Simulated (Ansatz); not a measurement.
# WH (quartet): the correlation ladder at distance W1–H2 = 1.516 Å, def2-TZVP

How much of the correlation energy of WH (quartet) does each wave-function method recover here?

The runs use Ansatz 0.2.0, Gaussian basis; def2-TZVP, core rule «outside noble gas», up to 4 orbitals frozen.

To be run: UHF; CCSD(T) on ROHF; CCSD(T) on UHF; CISD as a restricted active space (open shells left free, so some higher excitations enter); CCSDT(Q) on ROHF; CCSDT(Q) on UHF; CCSDTQ on ROHF; CASSCF and MRCISD+Q, 5 electrons in 5 orbitals; CASSCF and NEVPT2, 5 electrons in 5 orbitals; CASSCF and MRCISD+Q, 7 electrons in 7 orbitals; CASSCF and NEVPT4(SD), 7 electrons in 7 orbitals; CASSCF and NEVPT2, 7 electrons in 7 orbitals.

9 further runs of the same task are left out: 3 for a known fault of the program, 6 that didn't finish. Runs told in other sessions of the task aren't counted.

### 1 The system

The geometry derives from a PBE0/def2-TZVP stationary point (not a proven minimum). One bond is set to the value named and the two fragments are kept rigid. No spin-orbit coupling is included. Elements past krypton take def2 core potentials.

2 atoms, charge 0, spin multiplicity 4.

Atoms are counted from 1 here; the program's logs count them from 0.

Bond lengths: W1–H2 1.516 Å.

As a file:

```xyz
2
charge 0, multiplicity 4
W     0.0000    0.0000    0.0000
H     0.0000    0.0000    1.5160
```

### 2 UHF

in.yaml reads:

```yaml
crystal:
  periodic: [false, false, false]
  atoms:
    - {symbol: W, position_ang: [0.000000, 0.000000, 0.000000]}
    - {symbol: H, position_ang: [0.000000, 0.000000, 1.516000]}
basis:
  gaussian: {orbitals: def2-TZVP}
magnetization: {spin_polarized: true, initial_magnetization: 3}
hamiltonian: {xc: hf}
output: {orbitals: {seedname: orbitals}}
```

Launch:

```sh
> ansatz run in.yaml --threads 1 --pin off --events-out ev --progress --plain --max-ram 4160MiB --backend cpu
```

Further steps of the session: CCSD(T) on ROHF; CCSD(T) on UHF; CISD as a restricted active space (open shells left free, so some higher excitations enter); CCSDT(Q) on ROHF; CCSDT(Q) on UHF; CCSDTQ on ROHF; CASSCF and MRCISD+Q, 5 electrons in 5 orbitals; CASSCF and NEVPT2, 5 electrons in 5 orbitals; CASSCF and MRCISD+Q, 7 electrons in 7 orbitals; CASSCF and NEVPT4(SD), 7 electrons in 7 orbitals; CASSCF and NEVPT2, 7 electrons in 7 orbitals.

Before running them: what should the planned runs give, taken together? Wanted: RCCSDTQ from the RHF energy; RMP2 from RCCSDTQ; UMP2 from RCCSDTQ; RCCSD from RCCSDTQ; RCCSD(T) from RCCSDTQ; UCCSD(T) from RCCSDTQ; RCCSDT(Q) from RCCSDTQ; UCCSDT(Q) from RCCSDTQ; NEVPT2 pair from RCCSDTQ.

**Answer**, as computed:

| quantity | value |
| --- | --- |
| RCCSDTQ from the ROHF energy | -3.9402 eV |
| RMP2 from RCCSDTQ | +75.3 kJ/mol |
| UMP2 from RCCSDTQ | +63.3 kJ/mol |
| RCCSD from RCCSDTQ | +22.6 kJ/mol |
| RCCSD(T) from RCCSDTQ | +6.6 kJ/mol |
| UCCSD(T) from RCCSDTQ | -28.9 kJ/mol |
| RCCSDT(Q) from RCCSDTQ | +0.1 kJ/mol |
| UCCSDT(Q) from RCCSDTQ | -2.6 kJ/mol |
| NEVPT2 pair from RCCSDTQ | +81.8 kJ/mol |
| MRCISD+Q pair from RCCSDTQ | +6.7 kJ/mol |
| NEVPT2 valence from RCCSDTQ | +86.8 kJ/mol |
| levels within 1 kcal/mol (43 meV) | UCCSD, RCCSDT, UCCSDT, RCCSDT(Q), UCCSDT(Q), MRCISD+Q valence |
| T1 diagnostic | 0.032 |
| effectively unpaired electrons | 3.20 |

What this shows: RCCSD(T) misses by +6.6 kJ/mol, 1.7 % of the correlation energy. CCSD(T) misses by +6.6 kJ/mol on the restricted determinant and by -28.9 kJ/mol on the unrestricted one; the two need not hold the same state or core. The occupations show static correlation (3.20 effectively unpaired electrons where one determinant has 3). Of the multireference levels listed MRCISD+Q valence comes nearest in total energy (+2.6 kJ/mol), which doesn't show that its space is the better one. Coupled cluster took another determinant than the lowest Hartree-Fock one. These misses are within one basis, not against nature; the frozen cores of restricted and unrestricted runs differ, which can shift their rows.
